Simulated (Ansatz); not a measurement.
**BClFO radical (SMILES [O]B(F)Cl): a rigid scan of the bond length B2–Cl4**

An exercise on one series of results from a longer session: the logs are not shown, and one member is left open.

Computed with Ansatz 0.2.0, Gaussian basis. Level: single points in def2-TZVPP.

Levels: PBE-D4, r2SCAN-D4, PBE0-D4, B3LYP-D4, wB97M-V, Hartree-Fock, MP2, CCSD, CCSD(T). The scan takes 1.504, 1.556, 1.631, 1.720, 1.817, 1.922, 2.034, 2.152, 2.274 Å.

Cores are frozen in the correlated methods. Orbitals are unrestricted. B3LYP uses VWN-RPA correlation.

19 further runs of the same task are left out: 19 set aside as unsound or not needed.

## The system as given

The minimum, relaxed at PBE0-D4: SMILES `[O]B(F)Cl`, 4 atoms, charge 0, spin multiplicity 2.

Atoms are counted from 1 here; the program's logs count them from 0.

Bond lengths: O1–B2 1.340 Å, B2–F3 1.313 Å, B2–Cl4 1.749 Å. Angles: O1–B2–F3 122.8°, O1–B2–Cl4 114.2°, F3–B2–Cl4 122.9°.

Geometry (Å):

```xyz
4
charge 0, multiplicity 2
O    -0.2399   -1.2574   -0.5180
B    -0.0973   -0.0060   -0.0617
F    -0.9969    0.9298   -0.2571
Cl    1.3897    0.2732    0.8165
```

Energies of the minimum (eV), from earlier single points: PBE-D4 -17956.68962, r2SCAN-D4 -17964.21536, PBE0-D4 -17957.68927, B3LYP-D4 -17968.02681, wB97M-V -17965.44595, CCSD(T) -17944.76937.

At the minimum the bond length B2–Cl4 is 1.749 Å.

The first run:

ccsdt-tzvpp/in.yaml reads:

```yaml
crystal:
  periodic: [false, false, false]
  atoms:
    - {symbol: O, position_ang: [-0.239850, -1.257377, -0.518040]}
    - {symbol: B, position_ang: [-0.097327, -0.006016, -0.061670]}
    - {symbol: F, position_ang: [-0.996910, 0.929849, -0.257113]}
    - {symbol: Cl, position_ang: [1.181089, 0.234070, 0.693330]}
basis:
  gaussian: {orbitals: def2-TZVPP}
magnetization: {spin_polarized: true, initial_magnetization: 1}
correlation: {method: ccsd_t}
scf: {omitted_lower_state_checks: [cluster_reference]}
```

No record of the launch command was kept for these runs.

Steps of the session up to this table: B2–Cl4 = 1.504 Å; B2–Cl4 = 1.556 Å; B2–Cl4 = 1.631 Å; B2–Cl4 = 1.720 Å; B2–Cl4 = 1.817 Å; B2–Cl4 = 1.922 Å; B2–Cl4 = 2.034 Å; B2–Cl4 = 2.152 Å; B2–Cl4 = 2.274 Å.

One table of the session follows, with a row left open; its other results are not shown here.

Energies less that of the minimum at the same level (meV):

| bond length (Å) | PBE-D4 | PBE0-D4 | B3LYP-D4 | wB97M-V | Hartree-Fock |
| --- | --- | --- | --- | --- | --- |
| 1.504 | 1188 | 1102 | 1158 | 1141 | 1212 |
| 1.556 | 695 | 623 | 669 | 652 | 694 |
| 1.631 | 253 | 205 | 235 | 221 | 236 |
| 1.720 | 24 | 11 | 19 | 14 | 15 |
| 1.749 (minimum) | 0 | 0 | 0 | 0 | 0 |
| 1.817 | 16 | 49 | 30 | 42 | 46 |
| 1.922 | ? | ? | ? | ? | ? |
| 2.034 | 466 | 625 | 539 | 613 | 666 |
| 2.152 | 821 | 1058 | 933 | 1055 | 1153 |
| 2.274 | 1199 | 1522 | 1355 | 1534 | 1687 |

Q: Estimate the row for bond length (Å) = 1.922 from the others.

Worked estimate for «PBE-D4». A straight line through the neighbours (1.817, 16) and (2.034, 466) gives 16 + (466 − 16) × (1.922 − 1.817) / (2.034 − 1.817) = 234; a parabola fitted to 4 rows on both sides gives 183.

As computed: PBE-D4: 181; PBE0-D4: 271; B3LYP-D4: 221; wB97M-V: 259; Hartree-Fock: 280. In «PBE-D4» the line misses by +53 and the parabola by +2.
